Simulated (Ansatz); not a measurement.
# LaCoPO (P4/nmm): from the first guess to the electronic structure, part 3 of 3

What volume does LaCoPO (P4/nmm) take, and is it a metal or an insulator at this level? The pressure is brought towards zero step by step, and the electronic structure follows.

Ansatz 0.2.0; DFT PBE+U (U_eff = 3.3 eV on Co 3d), scalar-relativistic, plane waves, PAW.

**9. The electronic structure**

input.yaml reads:

```yaml
crystal:
  lattice:
    - [4.0122827652, 0.0, 0.0]
    - [0.0, 4.0122827652, 0.0]
    - [0.0, 0.0, 8.2549388174]
  atoms:
    - { symbol: La, position: [0.0, 0.5, 0.8479185304] }
    - { symbol: La, position: [0.5, 0.0, 0.1520814696] }
    - { symbol: Co, position: [0.5, 0.5, 0.5], spin: 0.83 }
    - { symbol: Co, position: [0.0, 0.0, 0.5], spin: 0.83 }
    - { symbol: P, position: [0.5, 0.0, 0.6187777342] }
    - { symbol: P, position: [0.0, 0.5, 0.3812222658] }
    - { symbol: O, position: [0.0, 0.0, 0.0] }
    - { symbol: O, position: [0.5, 0.5, 0.0] }
basis:
  ecutwfc: 420
  ecutrho_ratio: 4
kpoints:
  mp_grid: { grid: [6, 6, 4] }
  band_path:
    path:
      - [[0.0, 0.0, 0.0], [0.0, 0.5, 0.0], [0.5, 0.5, 0.0], [0.0, 0.0, 0.0], [0.0, 0.0, 0.5], [0.0, 0.5, 0.5], [0.5, 0.5, 0.5], [0.0, 0.0, 0.5]]
      - [[0.0, 0.5, 0.0], [0.0, 0.5, 0.5]]
      - [[0.5, 0.5, 0.0], [0.5, 0.5, 0.5]]
    npoints: 14
hamiltonian:
  xc: pbe
  hubbard: { sites: [{ species: Co, l: d, u_eff: 3.3 }] }
scf:
  occupations: { method: gaussian, width: 0.05 }
  lower_state_search: "off"
  n_extra_bands: 30
output:
  forces: true
  stress: true
  eigenvalues: true
  populations: true
  hubbard: { sites: [{ species: La, l: f }, { species: Co, l: d }] }
  dos: { projected: true, de: 0.02, nscf_kmesh: { grid: [9, 9, 6] } }
  bader: true
magnetization:
  spin_polarized: true
checkpoint:
  read: start.run
  write: ck
  compress: false
  write_wavefunctions: false
  write_every: 100000
```

The run starts from a saved state of the same cell, the folder start.run.

Started as:

```
$ ansatz run input.yaml --threads 4 --pin off --max-ram 10240MiB --backend cpu --events-out ev --progress --plain --runs-dir out
```

The log of the run:

```text
Warning: checkpoint.read: spin seed differs: saved 837ad6115ba9…, current fd9a5964f3dc…; the loaded state replaces the seed-built initial guess (but the starting_ns of a DFT+U solve that opens without the state's occupation matrices), so the run may converge into the producing seed's basin, or, where the symmetry group that follows from this deck's starting moments and starting_ns does not hold the saved magnetisation, lose that magnetisation at its first build. Where atoms have moved since the state was saved, this difference can also decide whether moments are moved with them. A self-consistent run of this deck without the state starts from its starting moments and, under a DFT+U term, its starting_ns
Warning: RAYON_NUM_THREADS=4 ignored (pool sized by the plan → 4); use --threads N
La: projections on atomic orbitals take those of the free atom [Kr 4d10] 4f0 5s2 5p6 5d1 6s2, of charge +0.00 (hamiltonian.pseudopotentials.projection_atoms); the dataset's partial waves leave at most 1.9e-5 of an orbital's norm unspanned inside its sphere
Co: projections on atomic orbitals take those of the free atom [Ne] 3s2 3p6 3d7 4s2, of charge +0.00 (hamiltonian.pseudopotentials.projection_atoms); the dataset's partial waves leave at most 1.4e-6 of an orbital's norm unspanned inside its sphere
P: projections on atomic orbitals take those of the free atom [Ne] 3s2 3p3, of charge +0.00 (hamiltonian.pseudopotentials.projection_atoms); the dataset's partial waves leave at most 1.0e-7 of an orbital's norm unspanned inside its sphere
O: projections on atomic orbitals take those of the free atom [He] 2s2 2p4, of charge +0.00 (hamiltonian.pseudopotentials.projection_atoms); the dataset's partial waves leave at most 1.9e-8 of an orbital's norm unspanned inside its sphere
scf.n_extra_bands = 30 over 39 filled bands (N_el = 78.0): the run solves 69 bands
Engine: ansatz 0.2.0, aarch64-unknown-linux-gnu
Pseudopotentials: kind: paw
Pseudopotential: La, paw, valence charge 11, recommended cutoff 420 eV (normal), La.paw.azcp
Pseudopotential: Co, paw, valence charge 17, recommended cutoff 420 eV (normal), Co.paw.azcp
Pseudopotential: P, paw, valence charge 5, recommended cutoff 420 eV (normal), P.paw.azcp
Pseudopotential: O, paw, valence charge 6, recommended cutoff 420 eV (normal), O.paw.azcp
Functional definition: PBE
  parameter kappa = 0.804
  parameter beta = 0.06672455060314922
  exchange = pbe_x(kappa = kappa, mu = beta*pi^2/3)
  correlation = pbe_c(beta = beta)
Crystal: 8 atoms, lattice volume = 132.891 Å³
Basis set: ecut = 420 eV, 2611 PW (Γ), exchange–correlation on 54×54×120 points (8 copies of the dense FFT grid, shifted against one another)
Bands: 69, of which v1, the nominal top of the filled ones, is band 39 counted from 1 (38 counted from 0)
Symmetry: 16 space group operations
Space group: P4/nmm (ITA 129), of the structure as read, at distance tolerance 5.1e-5 Å
Magnetic group: BNS 129.411 (UNI 1071), of the structure as read, at distance tolerance 5.1e-5 Å
k-points: 30 of 144
Non-local potential: La, projectors of the file, l = 0: 3, l = 1: 2, l = 2: 2, l = 3: 3
Non-local potential: Co, projectors of the file, l = 0: 3, l = 1: 2, l = 2: 3, l = 3: 1
Non-local potential: P, projectors of the file, l = 0: 2, l = 1: 2, l = 2: 2
Non-local potential: O, projectors of the file, l = 0: 2, l = 1: 2, l = 2: 1
PAW form: soft (Blöchl's): semilocal exchange-correlation on the pseudo side does not see the compensation charge
PAW one-centre angular grid: La, 590 points (default); XC on 64 Gauss nodes
PAW one-centre angular grid: Co, 590 points (default); XC on 64 Gauss nodes
PAW one-centre angular grid: P, 110 points (default); XC on 64 Gauss nodes
PAW one-centre angular grid: O, 110 points (default); XC on 64 Gauss nodes
Initial density: read from a saved state, or passed on in memory by an earlier SCF of this step, an earlier step, the calling program or the single point that the run made first
Stability of the state it starts from, as read at its close in the collinear treatment: not read, because at the end of the SCF the Hubbard occupations were still held fixed (held_rows); its run was given moments
Starting moments: Σ|m| = 1.66 μB on 2 of 8 sites; this step starts from the density that it was given
Initial wavefunctions: pseudopotential atomic-orbital guess
Functional: x = pbe(κ = 0.804, μ = 0.2195149727645171), c = pbe(β = 0.06672455060314922)
iter 1 solved again at ethr=9.75e-8 eV; its pass at ethr=3.10e-3 eV (dr2=7.60e-5 eV) is discarded
SCF iter   1: F=—  HF=-25404.806109 eV  |F-HF|=—  |Δ(HF+E_count)|=         —  Δρ=6.22e-7 (↑3.23e-7 ↓6.22e-7)  dr2=9.58e-10  dr2_m=1.27e-10  M=1.411 μB ∫|m|=1.698 μB  β_m=0.30  ethr=9.75e-8  ⟨swp⟩=4.1  Hψ=29345  notcnv=0
eigensolver tolerance schedule: the retry pair's looser diagonalisation over-reported the residual by 79396.89 of it (diagonalisation noise at an unbounded share of the residual, at the tolerance the schedule requests for it); recorded, not acted on — ethr = c·dr2/N_el stays at c = 1.0e-1
preconditioner: auto → Resta (q_TF=auto, 2.496 Å⁻¹)  ε∞=5.8  [insulator: Δε(μ)=0.069 eV  Ē_g=11.173 eV  σ=0.050 eV  W_gap=0.56  n_scr=38 (ndim 8)  ℏωp=24.5 eV  f_vac=0.000  D(μ)=1.03/eV (n_scr^D=2)  ε∞_Penn≈5.8]
spin=Collinear: Resta preconditioning applied to the charge; magnetization (m = ρ↑ − ρ↓) channel mixes plain (no charge-response kernel on spin).
SCF iter   2: F=-25404.806109 eV  HF=-25404.806109 eV  |F-HF|=1.46e-10  |Δ(HF+E_count)|=   1.97e-7  Δρ=2.18e-7 (↑1.98e-7 ↓2.18e-7)  dr2=1.66e-10  dr2_m=3.21e-12  M=1.411 μB ∫|m|=1.698 μB  ethr=1.23e-12  ⟨swp⟩=8.3  Hψ=18785  notcnv=0
SCF 1 converged in 2 iterations: F = -25404.806109 eV  dr2 = 1.66e-10
NSCF: frozen V_eff on 129 k-points
NSCF: frozen V_eff on 60 k-points
SCF converged after 2 iterations
Magnetization: 1.4109 μB (39.7055 up, 38.2945 down)
Absolute magnetization: 1.6984 μB (∫|ρ↑−ρ↓|, with the PAW one-centre terms)
Spin contamination: 0.0791 ħ² per cell (⟨S²⟩ above its minimum at these occupations)
Per-site moments (μB) at R_I (Å): [(-0.0011154042677208882, 0.9762133635850995), (-0.001115404267720759, 0.9762133635850994), (0.7534877383653527, 0.9210848124056713), (0.7534877383653532, 0.9210848124056713), (-0.014123156482368768, 0.9210848124056714), (-0.01412315648236873, 0.9210848124056713), (-0.0012493429263179734, 0.9762133635850994), (-0.0012493429263183595, 0.9762133635850994)]
Free energy (F): -25404.806109 eV
Harris-Foulkes:  -25404.806109 eV  (|F-HF|=1.46e-10)
Internal energy: -25404.804824 eV  (E = F + TS)
E sigma→0 (E₀):  -25404.805466 eV
Entropy (-TS):   -0.001285 eV (-0.161 meV/atom)
Fermi energy:    11.938677 eV
--- Per-component energies (eV) ---
  E_band       = -673.771246
  E_kinetic    = 1793.893442
  E_local      = -10670.023823  (includes V_loc(G=0)·N_el)
  E_nonlocal   = 1275.632194
  E_hartree    = 4586.895101
  E_xc         = -870.903149
  E_vxc        = -1020.238096  (∫ρ·V_xc dr)
  E_hubbard    = 4.444075  (on-site DFT+U / exact-exchange correction)
  E_vhub       = -17.648934  (the Hubbard potential's part of the band-sum identity)
  E_paw        = -15328.576712  (= ΣΔE_a)
  E_vpaw       = -1209.181653  (= ΣTr[D̂ρ^β])
  E_aug_tail   = 0.005046  (compensation charges beyond the density's cutoff)
  E_ewald      = -6196.170998
  E_smearing   = -0.001285  (= −TS)
  E_closure    = 0.000000  (closes the sum)
  Σ components = -25404.806109   (vs F -25404.806109, Δ=0.00e0)
--- Forces (eV/Å), atoms counted from 1 ---
  atom   1  La     0.00000000     0.00000000    -0.00183823
  atom   2  La    -0.00000000     0.00000000     0.00183823
  atom   3  Co     0.00000000     0.00000000    -0.00000000
  atom   4  Co     0.00000000     0.00000000     0.00000000
  atom   5  P      0.00000000     0.00000000    -0.00713445
  atom   6  P      0.00000000     0.00000000     0.00713445
  atom   7  O      0.00000000     0.00000000     0.00000000
  atom   8  O      0.00000000     0.00000000     0.00000000
  max |Σ_I F_I| component: 2.86e-17 eV/Å
--- Stress (GPa, compression-positive) ---
       -0.141799       0.000000       0.000000
        0.000000      -0.141799       0.000000
        0.000000       0.000000      -0.133614
  P = ⅓ Tr σ = -0.1391 GPa (-1.391 kbar)
--- Band table (eV; the first three rows and the last of 60) ---
  k-point 0 ↑: bands = ["-82.4830", "-82.4762", "-46.1777", "-46.1777", "-46.1366", "-46.1366", "-45.1025", "-45.0938", "-19.9733", "-19.7570", "-7.2643", "-5.8834", "-3.8202", "-3.8202", "-3.4490", "-3.3566", "-3.3566", "-2.1877", "0.0946", "1.7453", "6.8259", "7.3332", "7.4554", "7.5050", "7.6335", "7.6335", "7.8419", "7.8419", "8.0703", "8.5052", "8.5052", "9.2245", "9.2245", "9.7313", "9.9847", "10.1510", "10.8429", "10.8429", "11.2169", "13.7444", "13.8182", "14.1484", "14.1484", "14.2172", "14.7131", "14.8079", "14.9746", "14.9746", "15.0543", "15.0543", "15.1061", "15.1496", "15.2156", "15.2156", "15.3732", "15.3872", "15.3872", "15.9514", "15.9604", "15.9675", "16.7473", "17.1243", "17.3376", "17.8075", "18.1625", "18.1625", "18.6175", "18.6175", "18.6803"]
  k-point 1 ↑: bands = ["-82.4830", "-82.4762", "-46.1777", "-46.1777", "-46.1366", "-46.1366", "-45.1025", "-45.0938", "-19.9731", "-19.7572", "-7.2626", "-5.8834", "-3.8203", "-3.8203", "-3.4834", "-3.3565", "-3.3565", "-2.1258", "0.0531", "1.7616", "6.7437", "7.3332", "7.4452", "7.4494", "7.5570", "7.5570", "7.9823", "7.9823", "8.2116", "8.4300", "8.4300", "9.2362", "9.2362", "9.7314", "10.0256", "10.1504", "10.8450", "10.8450", "11.3235", "13.6027", "13.7239", "14.0790", "14.0790", "14.1815", "14.6769", "14.8065", "15.0476", "15.0476", "15.0867", "15.0867", "15.1130", "15.1753", "15.2039", "15.2039", "15.3636", "15.3636", "15.4188", "15.9352", "16.0128", "16.1891", "16.6106", "16.9712", "17.3529", "18.2554", "18.2554", "18.3545", "18.5872", "18.5872", "18.6271"]
  k-point 2 ↑: bands = ["-82.4830", "-82.4762", "-46.1777", "-46.1777", "-46.1366", "-46.1366", "-45.1025", "-45.0938", "-19.9729", "-19.7574", "-7.2609", "-5.8834", "-3.8205", "-3.8205", "-3.5154", "-3.3563", "-3.3563", "-2.0649", "0.0106", "1.7777", "6.6662", "7.3333", "7.4184", "7.4347", "7.5105", "7.5105", "8.1517", "8.1517", "8.2968", "8.2968", "8.3221", "9.2468", "9.2468", "9.7314", "10.0678", "10.1493", "10.8473", "10.8473", "11.4483", "13.3861", "13.6991", "14.0180", "14.0180", "14.1476", "14.6759", "14.8051", "15.0919", "15.0919", "15.1199", "15.1413", "15.1413", "15.1866", "15.2135", "15.2135", "15.3167", "15.3167", "15.4841", "15.9191", "16.1399", "16.2528", "16.2594", "17.3678", "17.5606", "18.0319", "18.4211", "18.4211", "18.4884", "18.4884", "18.5442"]
  k-point 29 ↓: bands = ["-81.5641", "-81.5641", "-45.1039", "-45.1039", "-45.0518", "-45.0518", "-44.5895", "-44.5895", "-19.7586", "-19.7586", "-7.5879", "-7.5879", "-3.7980", "-3.7980", "-3.7758", "-3.7758", "-1.7311", "-1.7311", "1.6230", "1.6230", "6.2908", "6.2908", "7.3817", "7.3817", "8.4663", "8.4663", "9.0058", "9.0058", "9.2040", "9.2040", "9.2568", "9.2568", "10.2973", "10.2973", "10.5257", "10.5257", "10.8111", "10.8111", "10.9912", "10.9912", "13.2561", "13.2561", "14.8048", "14.8048", "14.9050", "14.9050", "15.0248", "15.0248", "15.1897", "15.1897", "15.2749", "15.2749", "15.3660", "15.3660", "15.4230", "15.4230", "16.5209", "16.5209", "16.6275", "16.6275", "16.7780", "16.7780", "17.6202", "17.6202", "19.6106", "19.6106", "19.6707", "19.6707", "21.3406"]
Occupation matrices written to <dir>
--- Löwdin populations: 8 sites ---
  site symbol       q [e]    m [muB]
     0     La     10.3230    -0.0079
     1     La     10.3230    -0.0079
     2     Co     16.6296     0.7475
     3     Co     16.6296     0.7475
     4      P      5.2791    -0.0038
     5      P      5.2791    -0.0038
     6      O      6.4825    -0.0012
     7      O      6.4825    -0.0012
  spilling = 0.007327 (of n_electrons = 78.000000)
--- Bader charges: 8 sites ---
  site symbol  charge [e]  shift [e]    m [muB]
     0     La      1.9376     0.0003    -0.0039
     1     La      1.9376     0.0003    -0.0039
     2     Co      0.0396     0.0096     0.7562
     3     Co      0.0396     0.0096     0.7562
     4      P     -0.6826     0.0096    -0.0448
     5      P     -0.6826     0.0096    -0.0448
     6      O     -1.2946     0.0003    -0.0021
     7      O     -1.2946     0.0003    -0.0021
  estimated error of the sums over rays = 7.8e-4 e
--- Occupation matrices: 4 shells (run DFT+U table (all-electron-ortho-atomic); ε = 2.12e-4) ---
  La0 f_4F: site group C4v (4mm)
  La0 f_4F up     Tr n = 0.1334  λ = 0.015 0.015 0.015 0.018 0.019 0.019 0.032  [2× xz2 0.47 E(1.00) | z3 1.00 A1(1.00) | xyz 1.00 B2(1.00) | 2× x(x2-3y2) 0.47 E(1.00) | z(x2-y2) 1.00 B1(1.00)]
  La0 f_4F dn     Tr n = 0.1360  λ = 0.015 0.015 0.016 0.017 0.019 0.019 0.033  [2× xz2 0.48 E(1.00) | z3 1.00 A1(1.00) | xyz 1.00 B2(1.00) | 2× x(x2-3y2) 0.48 E(1.00) | z(x2-y2) 1.00 B1(1.00)]
  La1 f_4F: site group C4v (4mm)
  La1 f_4F up     Tr n = 0.1334  λ = 0.015 0.015 0.015 0.018 0.019 0.019 0.032  [2× xz2 0.47 E(1.00) | z3 1.00 A1(1.00) | xyz 1.00 B2(1.00) | 2× x(x2-3y2) 0.47 E(1.00) | z(x2-y2) 1.00 B1(1.00)]
  La1 f_4F dn     Tr n = 0.1360  λ = 0.015 0.015 0.016 0.017 0.019 0.019 0.033  [2× xz2 0.48 E(1.00) | z3 1.00 A1(1.00) | xyz 1.00 B2(1.00) | 2× x(x2-3y2) 0.48 E(1.00) | z(x2-y2) 1.00 B1(1.00)]
  Co2 d_3D: site group D2d (-42m)
  Co2 d_3D up     Tr n = 4.3927  λ = 0.787 0.869 0.869 0.906 0.961  [x2-y2 1.00 B2(1.00) | 2× xz 0.50 E(1.00) | z2 1.00 A1(1.00) | xy 1.00 B1(1.00)]
  Co2 d_3D dn     Tr n = 3.6488  λ = 0.381 0.758 0.835 0.835 0.839  [xy 1.00 B1(1.00) | x2-y2 1.00 B2(1.00) | 2× xz 0.50 E(1.00) | z2 1.00 A1(1.00)]
  Co3 d_3D: site group D2d (-42m)
  Co3 d_3D up     Tr n = 4.3927  λ = 0.787 0.869 0.869 0.906 0.961  [x2-y2 1.00 B2(1.00) | 2× xz 0.50 E(1.00) | z2 1.00 A1(1.00) | xy 1.00 B1(1.00)]
  Co3 d_3D dn     Tr n = 3.6488  λ = 0.381 0.758 0.835 0.835 0.839  [xy 1.00 B1(1.00) | x2-y2 1.00 B2(1.00) | 2× xz 0.50 E(1.00) | z2 1.00 A1(1.00)]
  Tr n, λ and their labels are of the run-group-symmetrised matrices; stabiliser: 16 of 32 elements of G0×{1,Θ} (closed), max defect 2.1e-15 at τ = 4.5e-5
```

It took 65 s on 4 threads of Arm Neoverse V1, shared host; peak memory 1.9 GiB.

Result: volume 16.611 Å³/atom, pressure -0.14 GPa, a metal on this mesh, moments in the atoms' spheres Co 0.75 μB.

Band energies at the corners of the path (eV from the Fermi level), the three nearest on each side:

```csv
point,filled,empty
Γ ↑,-1.10 -1.10 -0.72,1.81 1.88 2.21
X ↑,-2.36 -1.41 -1.41,0.57 0.57 0.96
M ↑,-1.40 -1.11 -1.11,2.83 2.83 2.99
Z ↑,-1.09 -1.09 -0.49,1.45 1.76 2.08
R ↑,-2.33 -1.45 -1.45,0.66 0.66 1.09
A ↑,-1.40 -1.15 -1.15,2.87 2.87 2.96
Γ ↓,-0.60 -0.60 -0.21,1.50 1.86 1.98
X ↓,-1.13 -0.86 -0.86,1.21 1.21 1.69
M ↓,-1.13 -0.92 -0.92,1.31 1.31 2.84
Z ↓,-0.61 -0.61 -0.06,1.47 1.50 1.76
R ↓,-1.12 -0.90 -0.90,1.34 1.34 1.74
A ↓,-1.13 -0.95 -0.95,1.32 1.32 2.87
```

Bands that cross the Fermi level on the path (counted from 0), with the number of crossings: 38 ↑: 4, 39 ↑: 4, 40 ↑: 4, 41 ↑: 4, 38 ↓: 4, 39 ↓: 4.

The density of states, summed over windows 1 eV wide (Fermi level at zero):

```
from  to     up   down  La 4f  Co 3d  La 5d  P 3p  O 2p
  -7  -6   0.18   0.00   0.00   0.06   0.01  0.08  0.00
  -6  -5   1.29   0.91   0.01   0.56   0.14  0.99  0.13
  -5  -4   4.20   3.61   0.08   1.49   1.13  1.65  2.80
  -4  -3   5.74   5.67   0.20   3.23   0.87  2.81  3.75
  -3  -2   4.26   1.82   0.15   2.87   0.19  0.37  2.25
  -2  -1   2.56   4.63   0.05   5.90   0.20  0.51  0.12
  -1   0   1.43   1.66   0.06   1.77   0.21  0.74  0.06
   0   1   1.42   0.83   0.17   0.72   0.30  0.78  0.07
   1   2   0.91   2.77   0.31   1.76   0.42  0.85  0.05
   2   3   4.66   4.50   7.18   0.33   0.91  0.28  0.05
   3   4  10.77  10.91  18.01   0.29   2.00  0.49  0.32
   4   5   3.68   3.53   1.03   0.20   3.85  0.42  0.32
   5   6   3.20   3.32   0.40   0.16   3.31  0.49  0.39
```

The projection uses the shells of the potentials' files: it has no valence p orbitals on Co, so such weight is missing from the shares.

How the shells are filled (orbitals counted by the eigenvalues of the occupation matrices):

```csv
shell,channel,electrons,over 0.8,0.2 to 0.8,under 0.2
Co 3d (atom 3),up,4.39,4,1,0
Co 3d (atom 3),down,3.65,3,2,0
```

Spin moments on the atoms, as numbers (put along z; the direction is arbitrary without spin–orbit coupling):

```csv
atom,x (μB),y (μB),z (μB)
Co3,0.00,0.00,0.75
Co4,0.00,0.00,0.75
```

**10. What came out**

The summary covers parts 1 to 3. Changes of volume or cell count from the first structure of part 1.

| quantity | value |
| --- | --- |
| space group | P4/nmm (No. 129) |
| conventional cell | a = 4.012 Å, b = 4.012 Å, c = 8.255 Å, α = 90.00°, β = 90.00°, γ = 90.00° |
| volume | 16.611 Å³/atom |
| pressure | -0.14 GPa |
| gap | none (metal) |
| states at the Fermi level | 1.6 per eV per cell |
| spin moments in spheres | Co 0.75 μB |
| Bader charges | La +1.94; Co +0.04; P -0.68; O -1.29 e |

What this shows: From the first run shown, the volume went from 16.46 to 16.61 Å³/atom (+0.9 %) in 6 runs, where the pressure is zero within 0.14 GPa. Only this one magnetic order is considered here. It comes out metallic; the largest share of the states at the Fermi level is Co 3d (39 % of the projected weight, then P 3p with 36 %). La gives up the most charge, +1.94 e by Bader's partition. With a Hubbard U or exact exchange the result depends on the state in which the open shell ends, and a lower one can't be excluded.
